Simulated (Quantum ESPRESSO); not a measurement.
Crystal: CoO.

```
CELL_PARAMETERS angstrom
3.20192 0.00000 0.00000
-1.60096 2.77295 0.00000
0.00000 0.00000 4.46270
ATOMIC_POSITIONS crystal
Co 0.00000 0.00000 0.00000
Co 0.00000 0.00000 0.50000
O 0.33333 0.66667 0.25000
O 0.66667 0.33333 0.75000
```

Measurements of this composition are mostly on another form, of space group No. 225.

Base run:

| Quantity | Value |
| --- | --- |
| Program | Quantum ESPRESSO 7.5 |
| Functional | LDA |
| Potentials or basis | GBRV 1.5 LDA |
| Cutoff | 762 eV |
| Density cutoff | 6095 eV |
| k mesh | 7 × 7 × 4 |
| Occupations | gaussian, width 0.05 eV |
| Spin | collinear spin, antiferromagnetic start |
| Starting moments | [3.0, -3.0, 0.0, 0.0] μB |
| Hubbard terms | Co d U = 8 eV |

Its results: band gap on the k mesh none (metal or under the smearing width); pressure -2.4 GPa; net moment 0.00 μB per cell; site moments Co +2.40, -2.40; O +0.00 μB.

**Question.** The run is repeated on the same cell with these changes: hubbard terms from Co d U = 8 eV to Co d U = 6 eV. What comes out?

**Answer.** Band gap on the k mesh none (metal or under the smearing width); pressure -7.3 GPa; net moment 0.00 μB per cell; site moments Co +2.39, -2.39; O +0.00 μB.
